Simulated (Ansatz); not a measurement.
# K3Na: the cost of one run

Computed with the Python package of Ansatz 0.2.0. Level of theory: DFT PBEsol, plane waves, PAW.

## Step 1: The structure

K3Na Fm-3m: Symmetry: Fm-3m, No. 225, cubic system. Conventional cell: a = 10.145 Å, b = 10.145 Å, c = 10.145 Å, α = 90.00°, β = 90.00°, γ = 90.00°. K (site symmetry -43m) has 4 K at 4.39 Å and 4 Na at 4.39 Å as nearest neighbours. K (site symmetry m-3m) has 8 K at 4.39 Å as nearest neighbours. Na (site symmetry m-3m) is surrounded by 8 K at 4.39 Å.

K Im-3m: Symmetry: Im-3m, No. 229, cubic system. Conventional cell: a = 5.225 Å, b = 5.225 Å, c = 5.225 Å, α = 90.00°, β = 90.00°, γ = 90.00°.

Na Im-3m: It takes space group Im-3m (No. 229, cubic). The conventional cell has a = 4.282 Å, b = 4.282 Å, c = 4.282 Å, α = 90.00°, β = 90.00°, γ = 90.00°. Around Na (site symmetry m-3m) lie 8 Na at 3.71 Å.

The script holds or builds the structure itself.

## Step 2: The script

Contents of k3na_formation.py:

```python
"""Is K3Na bound against its elements, after relaxing atoms and volume at fixed cell shape."""

from collections import Counter
from dataclasses import dataclass
import warnings

import ansatz as az
import numpy as np


@dataclass(frozen=True)
class Settings:
    xc: str = "pbesol"
    ecut: int = 460
    k_spacing: float = 0.3
    filling: str = "fermi_dirac"
    sigma: float = 0.05


settings = Settings()

PHASES = {
    "K3Na": (
        [[0.0, 5.07269, 5.07269], [5.07269, 0.0, 5.07269], [5.07269, 5.07269, 0.0]],
        [
            ("K", [0.25, 0.25, 0.25]),
            ("K", [0.75, 0.75, 0.75]),
            ("K", [0.5, 0.5, 0.5]),
            ("Na", [0.0, 0.0, 0.0]),
        ],
    ),
    "K": (
        [[-2.6125, 2.6125, 2.6125], [2.6125, -2.6125, 2.6125], [2.6125, 2.6125, -2.6125]],
        [
            ("K", [0.0, 0.0, 0.0]),
        ],
    ),
    "Na": (
        [[-2.141, 2.141, 2.141], [2.141, -2.141, 2.141], [2.141, 2.141, -2.141]],
        [
            ("Na", [0.0, 0.0, 0.0]),
        ],
    ),
}


def build(vectors, sites):
    crystal = az.Crystal(lattice=az.Lattice.of(vectors))
    for symbol, position in sites:
        crystal = crystal.atom(symbol, position)
    return crystal


def ground_state(name, crystal):
    calc = (
        crystal.calculation()
        .functional(settings.xc)
        .basis(settings.ecut)
        .kpoints(spacing=settings.k_spacing)
        .occupations(settings.filling, width=settings.sigma)
        .stress()
    )
    calc = calc.relax(force_tolerance=0.01, fix_cell=["shape"])
    return calc.run()


def counts(outcome):
    return Counter(site.symbol for site in outcome.lattice.sites)

def formation_energy(outcome, mu):
    n = counts(outcome)
    return (outcome.report["energy_sigma0_ev"] - sum(k * mu[element] for element, k in n.items())) / sum(n.values())


def volume_per_atom(outcome):
    return abs(np.linalg.det(outcome.lattice.cell_ang)) / len(outcome.lattice.sites)

warnings.simplefilter("ignore")

phases = {name: build(*cell) for name, cell in PHASES.items()}

done = {}
for name, crystal in phases.items():
    done[name] = ground_state(name, crystal)
    print(f"{name}: {done[name].report['energy_sigma0_ev']:.4f} eV, {len(done[name].lattice.sites)} atoms")

# chemical potentials of the elements at zero temperature
references = {"K": "K", "Na": "Na"}
mu = {element: done[name].report["energy_sigma0_ev"] / len(done[name].lattice.sites) for element, name in references.items()}

target = done["K3Na"]
heat = formation_energy(target, mu)
n = counts(target)
print("cell content:", dict(n), " volume", round(volume_per_atom(target), 3), "A^3/atom")
print("formation energy", round(heat, 4), "eV/atom,", round(heat * sum(n.values()), 4), "eV per cell")
print("bound against the elements" if heat < 0 else "unbound against the elements")
```

## Step 3: Launch

Launch:

```bash
$ python k3na_formation.py
```

**Question.** How long does this script take on 1 thread of Arm Neoverse V2, shared host, and how much memory does it need?

About 12 s, with a peak of 0.54 GiB.
